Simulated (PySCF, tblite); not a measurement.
**C₅H₁₁NSeSi₂: geometry, infrared bands and NMR shifts**

Wanted: the infrared bands and NMR shifts of C₅H₁₁NSeSi₂ (`C=C(C#N)C[Se][SiH2]C[SiH3]`), by calculation.

Computed with tblite 0.8.0 and PySCF 2.14.0, with density-fitted response routines of our own, on a single molecule in the gas phase. Atoms are numbered from 0 throughout.

### Step 1. Starting geometry

20 atoms, charge 0, multiplicity 1; geometry from: force field or distance geometry start.

Bonds of the start (Å): C0–C1 1.32, C1–C2 1.45, C2–N3 1.15, C1–C4 1.50, C4–Se5 1.97, Se5–Si6 2.29, Si6–C7 1.86, C7–Si8 1.86, C0–H9 1.09, C0–H10 1.08, C4–H11 1.11, C4–H12 1.11, Si6–H13 1.47, Si6–H14 1.47, C7–H15 1.12, C7–H16 1.11, Si8–H17 1.47, Si8–H18 1.47, Si8–H19 1.47.

### Step 2. Relaxing the molecule with GFN2-xTB

What the job is given:

```
{"job": {"kind": "relax", "xc": "GFN2-xTB", "basis": "xTB"}, "charge": 0, "multiplicity": 1}
C      2.142100     1.333700    -0.599000
C      1.891700     0.364300     0.268800
C      1.605400     0.688600     1.651800
N      1.352600     0.965700     2.739600
C      1.977800    -1.084600    -0.128200
Se     0.585500    -1.522400    -1.444400
Si    -1.069200    -1.637000     0.127300
C     -2.458100    -0.476600    -0.316500
Si    -1.876100     1.287900    -0.231300
H      2.080600     2.376100    -0.295900
H      2.373900     1.107300    -1.630200
H      2.967200    -1.279200    -0.594400
H      1.879500    -1.754800     0.753500
H     -0.559100    -1.299000     1.465100
H     -1.590900    -3.006800     0.168300
H     -3.304900    -0.623400     0.403900
H     -2.812200    -0.702500    -1.346200
H     -0.817900     1.504200    -1.222300
H     -1.370700     1.579600     1.122300
H     -3.002400     2.189700    -0.522400
```

Run with:

```console
$ OMP_NUM_THREADS=1 python probes_run.py task.json out
```

This one command runs all jobs of the session in turn.

**Question.** This job is followed by: GFN2-xTB harmonic vibrations, gas phase; GIAO PBE0/pcSseg-1 NMR shielding, non-relativistic, gas phase. Predict these results of the whole session: strongest single infrared mode (GFN2-xTB); zero-point energy (GFN2-xTB); 13C shifts against TMS (PBE0/pcSseg-1); 1H shifts against TMS (PBE0/pcSseg-1, means over atoms taken as alike); 15N shifts against NH3 (PBE0/pcSseg-1); 77Se shifts against Me2Se (PBE0/pcSseg-1); 29Si shifts against TMS (PBE0/pcSseg-1).

**Answer**, as computed:

```
                                                              quantity                                   value
                             strongest single infrared mode (GFN2-xTB)                    726 cm⁻¹, 450 km/mol
                                          zero-point energy (GFN2-xTB)                           84.9 kcal/mol
                                13C shifts against TMS (PBE0/pcSseg-1)     146.0, 132.8, 126.4, 34.3, -7.3 ppm
1H shifts against TMS (PBE0/pcSseg-1, means over atoms taken as alike)  6.60, 6.48, 5.50, 4.14, 3.30, 0.03 ppm
                                15N shifts against NH3 (PBE0/pcSseg-1)                               323.7 ppm
                             77Se shifts against Me2Se (PBE0/pcSseg-1)                                  47 ppm
                               29Si shifts against TMS (PBE0/pcSseg-1)                        -21.5, -78.4 ppm
```

In words: Relaxing lowered the energy by 0.216 eV in 73 steps; the close pair that moved most is C7–Si8, from 1.860 to 1.908 Å. All 54 modes are real, so the xTB geometry is a minimum. The strongest single mode, at 726 cm⁻¹, has its largest shares on C7, H14, H17 and H13 (the list is cut at 4 atoms). Unscaled tight-binding wavenumbers are off by several per cent, some by more. Its intensities can rank the bands wrongly. C0 (terminal =CH2 carbon) lies farthest downfield among carbon, at 146.0 ppm; the olefinic region. At PBE0/pcSseg-1: Shielding is most anisotropic at Se5 (span 1300 ppm, paramagnetic term -1292 ppm). Spin-orbit coupling is left out, which matters for shieldings and couplings at and beside the heavy atoms.
